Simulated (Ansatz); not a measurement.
# AlGaH+ (triplet): from Hartree-Fock to the top rungs, 6-31G

Aim: climb from Hartree-Fock through coupled cluster and multireference methods for AlGaH+ (triplet) at one geometry and basis, and see what each rung misses.

Program: Ansatz 0.2.0, Gaussian basis. Level of theory: 6-31G, core rule «outside noble gas», up to 19 orbitals frozen. These are calculated values, not measurements.

To be run: UHF; CCSD(T) on ROHF; CCSD(T) on UHF; BCCD(T) on ROHF; CISD; CCSDT(Q) on ROHF; CCSDT(Q) on UHF; CISDTQ; CASSCF and MRCISD+Q, 6 electrons in 9 orbitals; CASSCF and NEVPT2, 6 electrons in 9 orbitals; Full CI; Full CI in the symmetry of the determinant.

17 further runs of the same task are left out: 9 that didn't finish, 8 set aside as unsound or not needed.

## Step 1: What is computed

The geometry is a PBE0/def2-TZVP stationary point (not a proven minimum) of the parent state, kept for this charge and spin. No spin-orbit coupling is included. The filled d shell of Ga may be among the frozen orbitals whatever the setting's name suggests; the logs give the count.

3 atoms, charge 1, spin multiplicity 3.

Atoms are counted from 1 here; the program's logs count them from 0.

Bond lengths: Al1–Ga2 2.671 Å, Al1–H3 1.622 Å. Angles: Ga2–Al1–H3 180.0°.

Coordinates:

```
atom   x (Å)   y (Å)    z (Å)
 Al1  0.0000  0.0000   0.3496
 Ga2  0.0000  0.0000  -2.3209
  H3  0.0000  0.0000   1.9714
```

## Step 2: UHF

File in.yaml:

```yaml
crystal:
  periodic: [false, false, false]
  atoms:
    - {symbol: Al, position_ang: [0.000000, 0.000000, 0.349567]}
    - {symbol: Ga, position_ang: [0.000000, 0.000000, -2.320933]}
    - {symbol: H, position_ang: [0.000000, 0.000000, 1.971367]}
basis:
  gaussian: {orbitals: 6-31G}
total_charge: 1
magnetization: {spin_polarized: true, initial_magnetization: 2}
hamiltonian: {xc: hf}
output: {orbitals: {seedname: orbitals}}
```

Launch:

```
$ ansatz run in.yaml --threads 1 --pin off --events-out ev --progress --plain --max-ram 2393MiB
```

The runs that follow: CCSD(T) on ROHF; CCSD(T) on UHF; BCCD(T) on ROHF; CISD; CCSDT(Q) on ROHF; CCSDT(Q) on UHF; CISDTQ; CASSCF and MRCISD+Q, 6 electrons in 9 orbitals; CASSCF and NEVPT2, 6 electrons in 9 orbitals; Full CI; Full CI in the symmetry of the determinant.

Q: Predict the results of all the runs planned. Wanted: FCI below the RHF energy; RMP2 from FCI; UMP2 from FCI; RCCSD from FCI; RCCSD(T) from FCI; UCCSD(T) from FCI; RCCSDT(Q) from FCI; UCCSDT(Q) from FCI; NEVPT2 valence from FCI.

As calculated:

| quantity | value |
| --- | --- |
| FCI below the RHF energy | -2.0461 eV |
| RMP2 from FCI | +73.1 kJ/mol |
| UMP2 from FCI | +70.4 kJ/mol |
| RCCSD from FCI | +8.0 kJ/mol |
| RCCSD(T) from FCI | +2.8 kJ/mol |
| UCCSD(T) from FCI | +2.1 kJ/mol |
| RCCSDT(Q) from FCI | 0.0 kJ/mol |
| UCCSDT(Q) from FCI | -0.3 kJ/mol |
| NEVPT2 valence from FCI | +7.9 kJ/mol |
| MRCISD+Q valence from FCI | +0.2 kJ/mol |
| levels within 1 kcal/mol (43 meV) | RCCSD(T), UCCSD(T), BCCD(T), RCCSDT, UCCSDT, CISDTQ, RCCSDT(Q), UCCSDT(Q), MRCISD valence, MRCISD+Q valence |
| T1 diagnostic | 0.059 |
| effectively unpaired electrons | 2.06 |

In words: RCCSD(T) misses by +2.8 kJ/mol, 1.4 % of the correlation energy. UCCSDT(Q) falls below full CI: unrestricted runs freeze a spin-polarised core, another one than full CI's, and coupled cluster isn't variational. The occupations are near whole numbers, but T1 = 0.059 shows that the orbitals relax strongly. Of the multireference levels listed MRCISD+Q valence comes nearest in total energy (+0.2 kJ/mol), which doesn't show that its space is the better one. These misses are within one basis, not against nature; the frozen cores of restricted and unrestricted runs differ, which can shift their rows.
